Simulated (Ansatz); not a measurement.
**B₂GeH₆Se: basis-set convergence**

Aim: see how fast density functionals converge with the basis set for B₂GeH₆Se.

Method: one geometry, several basis sets; program: Ansatz 0.2.0, Gaussian basis.

The runs, in order: PBE0-D4/def2-SVP; ωB97M-V/def2-SVP; PBE0-D4/def2-QZVPP; ωB97M-V/def2-QZVPP; the functionals' def2-TZVPP values are taken from earlier runs.

**1. The relaxed structure**

An earlier PBE0-D4 in a triple-zeta def2 set relaxation fixed the geometry.

10 atoms, charge 0, spin multiplicity 1.

Atoms are counted from 1 here; the program's logs count them from 0.

Bond lengths: B1–B2 1.623 Å, B1–Ge3 2.225 Å, B1–H5 1.209 Å, B1–H6 1.201 Å, B2–Ge3 2.222 Å, B2–Se4 2.067 Å, B2–H7 1.198 Å, Ge3–Se4 2.534 Å, Ge3–H8 1.535 Å, Ge3–H9 1.542 Å, Se4–H10 1.473 Å. Angles: B2–B1–Ge3 68.5°, B2–B1–H5 121.7°, B2–B1–H6 119.8°, Ge3–B1–H5 92.2°, Ge3–B1–H6 115.0°, H5–B1–H6 118.2°, B1–B2–Ge3 68.7°, B1–B2–Se4 117.9°, B1–B2–H7 131.8°, Ge3–B2–Se4 72.3°, Ge3–B2–H7 109.2°, Se4–B2–H7 105.7°, B1–Ge3–B2 42.8°, B1–Ge3–Se4 83.2°, B1–Ge3–H8 109.7°, B1–Ge3–H9 139.9°, B2–Ge3–Se4 51.0°, B2–Ge3–H8 133.6° and more.

**2. PBE0-D4 in def2-SVP**

Input file in.yaml:

```yaml
crystal:
  periodic: [false, false, false]
  atoms:
    - {symbol: B, position_ang: [-0.679289, 1.209572, -0.092622]}
    - {symbol: B, position_ang: [-1.065966, -0.310274, -0.509981]}
    - {symbol: Ge, position_ang: [0.611091, -0.275120, 0.946928]}
    - {symbol: Se, position_ang: [0.435958, -1.519675, -1.253063]}
    - {symbol: H, position_ang: [0.276521, 1.775567, -0.569297]}
    - {symbol: H, position_ang: [-1.411183, 1.836131, 0.624211]}
    - {symbol: H, position_ang: [-1.916049, -1.055214, -0.114418]}
    - {symbol: H, position_ang: [2.079211, 0.165064, 0.860239]}
    - {symbol: H, position_ang: [0.499953, -1.420334, 1.973624]}
    - {symbol: H, position_ang: [1.252952, -0.456918, -1.862622]}
basis:
  gaussian: {orbitals: def2-SVP}
hamiltonian: {xc: pbe0, dispersion: d4}
output: {orbitals: {seedname: orbitals}}
```

On the command line:

```
ansatz run in.yaml --threads 4 --pin off --events-out ev --progress --plain --max-ram 10444MiB
```

The runs that follow: ωB97M-V in def2-SVP; PBE0-D4 in def2-QZVPP; ωB97M-V in def2-QZVPP.

Q: Predict the results of all the runs planned. Wanted: PBE0-D4: double and triple zeta above quadruple; ωB97M-V: double and triple zeta above quadruple.

As calculated:

```
                                       quantity           value
PBE0-D4: double and triple zeta above quadruple  19.36, 2.68 eV
ωB97M-V: double and triple zeta above quadruple  19.37, 2.60 eV
```

What this shows: PBE0-D4 gains 16.68 eV from double to triple zeta, then 2.68 eV more. These are total energies; as a rule much of such shifts cancels in differences, which this series doesn't test.
